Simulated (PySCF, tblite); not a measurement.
**C₆H₆F₂: geometry, infrared bands, NMR shifts, spin-spin couplings and electronic excitations**

What infrared bands, NMR shifts, spin-spin couplings and electronic excitations should C₆H₆F₂ (`C=C/C(F)=C(\F)C=C`) show?

Computed with tblite 0.8.0 and PySCF 2.14.0, with density-fitted response routines of our own, on a single molecule in the gas phase. Atoms are numbered from 0 throughout.

**1. Starting geometry**

14 atoms, charge 0, multiplicity 1; geometry from: force field or distance geometry start.

Bonds of the start (Å): C0–C1 1.35, C1–C2 1.45, C2–F3 1.35, C2–C4 1.33, C4–F5 1.35, C4–C6 1.46, C6–C7 1.34, C0–H8 1.08, C0–H9 1.06, C1–H10 1.09, C6–H11 1.09, C7–H12 1.11, C7–H13 1.07.

**2. Optimising the geometry with GFN2-xTB**

What the job is given:

```
{"job": {"kind": "relax", "xc": "GFN2-xTB", "basis": "xTB"}, "charge": 0, "multiplicity": 1}
C      2.988000     0.113000     0.340200
C      1.754600     0.364200     0.832800
C      0.653100    -0.138300     0.032400
F      0.815500    -0.780300    -1.147500
C     -0.571000     0.092400     0.510900
F     -0.748200     0.749000     1.673000
C     -1.762300    -0.340500    -0.208900
C     -2.969300    -0.085500     0.316900
H      2.995100    -0.418100    -0.599500
H      3.837800     0.443200     0.879100
H      1.613900     0.881100     1.776700
H     -1.701000    -0.882500    -1.157200
H     -3.861000    -0.432200    -0.236400
H     -3.045800     0.434200     1.245500
```

Run with:

```
> OMP_NUM_THREADS=1 python probes_run.py task.json out
```

The driver reads the jobs from task.json and runs them one after another.

**Question.** This job is followed by: GFN2-xTB harmonic vibrations, gas phase; PBE0-D3(BJ)/def2-SVP geometry optimisation, gas phase; GIAO PBE0/pcSseg-1 NMR shielding, non-relativistic, gas phase; B3LYP/pcJ-1 indirect spin-spin coupling, non-relativistic, gas phase; TDDFT CAM-B3LYP/def2-SVPD, vertical, gas phase, core orbitals frozen in the response; GIAO B3LYP/pcSseg-1 NMR shielding, non-relativistic, gas phase. What will the session give for the following? strongest single infrared mode (GFN2-xTB); zero-point energy (GFN2-xTB); point group; rotational constants (main isotopes); 13C shifts against TMS (PBE0/pcSseg-1, means over atoms taken as alike); 1H shifts against TMS (PBE0/pcSseg-1, means over atoms taken as alike); 19F shifts against CFCl3 (PBE0/pcSseg-1, means over atoms taken as alike); lowest singlet (CAM-B3LYP/def2-SVPD); lowest triplet; vertical ionisation energy (ΔSCF); vertical electron affinity (ΔSCF); range of the shift of F3; property runs in this session.

The runs gave:

| quantity | value |
| --- | --- |
| strongest single infrared mode (GFN2-xTB) | 1228 cm⁻¹, 191 km/mol |
| zero-point energy (GFN2-xTB) | 62.5 kcal/mol |
| point group | C2h |
| rotational constants (main isotopes) | 4.62, 1.26, 0.99 GHz |
| 13C shifts against TMS (PBE0/pcSseg-1, means over atoms taken as alike) | 154.8, 130.1, 122.5 ppm |
| 1H shifts against TMS (PBE0/pcSseg-1, means over atoms taken as alike) | 6.75, 5.85, 5.59 ppm |
| 19F shifts against CFCl3 (PBE0/pcSseg-1, means over atoms taken as alike) | -169.7 ppm |
| lowest singlet (CAM-B3LYP/def2-SVPD) | 4.68 eV (265 nm), f = 1.008 |
| lowest triplet | 2.36 eV |
| vertical ionisation energy (ΔSCF) | 8.30 eV |
| vertical electron affinity (ΔSCF) | 0.19 eV |
| range of the shift of F3 | -172.1 to -169.7 ppm |
| property runs in this session | 4, of which 0 failed and 1 gave unsound results |

What this shows: The optimisation took 40 steps and gained 0.420 eV; among the close pairs (by a distance rule), C7–H12 changed most, from 1.105 to 1.075 Å (GFN2-xTB). All 36 modes are real, so the xTB geometry is a minimum. The strongest single mode, at 1228 cm⁻¹, is spread over many atoms; the largest shares are those of C4, C2. Unscaled tight-binding wavenumbers are off by several per cent, some by more. Its intensities can rank the bands wrongly. The optimisation took 8 steps and gained 0.142 eV; among the close pairs (by a distance rule), C0–H8 changed most, from 1.046 to 1.092 Å (PBE0/def2-SVP). The most deshielded hydrogen is H10, H11 (mean) (hydrogen on an alkene CH), at 6.75 ppm: olefinic region. The lowest singlet, at 4.68 eV, is HOMO→LUMO 0.98 and is bright. The lowest triplet lies 2.32 eV below the lowest singlet (triplets in Tamm-Dancoff, singlets in full TDDFT). The orbital energy would give 7.61 eV for ionisation, ΔSCF gives 8.30 eV. Across the 2 runs the shift of F3 (with its like atoms) moves most, between -172.1 (B3LYP/pcSseg-1) and -169.7 ppm (PBE0/pcSseg-1).
